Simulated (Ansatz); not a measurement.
# Ta: the cost of one run

Program: Ansatz 0.2.0. Level of theory: DFT PBEsol, scalar-relativistic, plane waves, PAW. These are calculated values, not measurements.

2 further runs of the same task are left out: 1 that didn't finish, 1 set aside as unsound or not needed. Runs told in other sessions of the task aren't counted.

### Step 1. The system as given

The structure is hexagonal, space group P6_322 (No. 182). The conventional cell has a = 4.970 Å, b = 4.970 Å, c = 8.368 Å, α = 90.00°, β = 90.00°, γ = 120.00°. Around Ta (site symmetry 2) lie 8 Ta at 2.68 to 2.91 Å. Ta (site symmetry 32) has 6 Ta at 2.68 Å in its first shell of neighbours.

As a file:

```cif
data_structure
_symmetry_space_group_name_H-M 'P 1'
_symmetry_Int_Tables_number 1
_cell_length_a 4.9705
_cell_length_b 4.9705
_cell_length_c 8.3684
_cell_angle_alpha 90.000
_cell_angle_beta 90.000
_cell_angle_gamma 120.000
_cell_volume 179.05
loop_
_atom_site_label
_atom_site_type_symbol
_atom_site_fract_x
_atom_site_fract_y
_atom_site_fract_z
_atom_site_occupancy
Ta1 Ta 0.00000 0.32317 0.00000 1
Ta2 Ta 0.32317 0.00000 0.00000 1
Ta3 Ta 0.67683 0.67683 0.00000 1
Ta4 Ta 0.00000 0.67683 0.50000 1
Ta5 Ta 0.67683 0.00000 0.50000 1
Ta6 Ta 0.32317 0.32317 0.50000 1
Ta7 Ta 0.66667 0.33333 0.75000 1
Ta8 Ta 0.33333 0.66667 0.25000 1
```

It goes back to an entry of the Materials Project, which need not be the stable form.

It is the result of an earlier relaxation at this level (volume 22.38 Å³/atom; gap on the mesh: none (metal)).

### Step 2. The reference: the undisturbed cell on the scan's mesh

input.yaml

```yaml
crystal:
  lattice:
    - [4.9704539729, 0.0, 0.0]
    - [-2.4852269865, 4.3045394089, 0.0]
    - [0.0, 0.0, 8.3683699696]
  atoms:
    - { symbol: Ta, position: [0.0, 0.3231711746, 0.0] }
    - { symbol: Ta, position: [0.3231711746, 0.0, 0.0] }
    - { symbol: Ta, position: [0.6768288254, 0.6768288254, 0.0] }
    - { symbol: Ta, position: [1.0, 0.6768288254, 0.5] }
    - { symbol: Ta, position: [0.6768288254, 0.0, 0.5] }
    - { symbol: Ta, position: [0.3231711746, 0.3231711746, 0.5] }
    - { symbol: Ta, position: [0.6666666667, 0.3333333333, 0.75] }
    - { symbol: Ta, position: [0.3333333333, 0.6666666667, 0.25] }
basis:
  ecutwfc: 420
kpoints:
  mp_grid: { grid: [12, 12, 6] }
hamiltonian:
  xc: pbesol
scf:
  occupations: { method: gaussian, width: 0.15 }
output:
  forces: true
  stress: true
  eigenvalues: true
  write_density: true
  write_potential: true
  elf: true
  volumetric_format: npy
```

The run is started by

```
$ ansatz run input.yaml --threads 2 --pin off --max-ram 5120MiB --backend cpu --events-out ev --progress --plain --runs-dir out
```

Q: Estimate wall time and peak memory on 2 threads of Intel Xeon 6975P-C (Granite Rapids), shared host.

About 21 s, with a peak of 0.87 GiB.
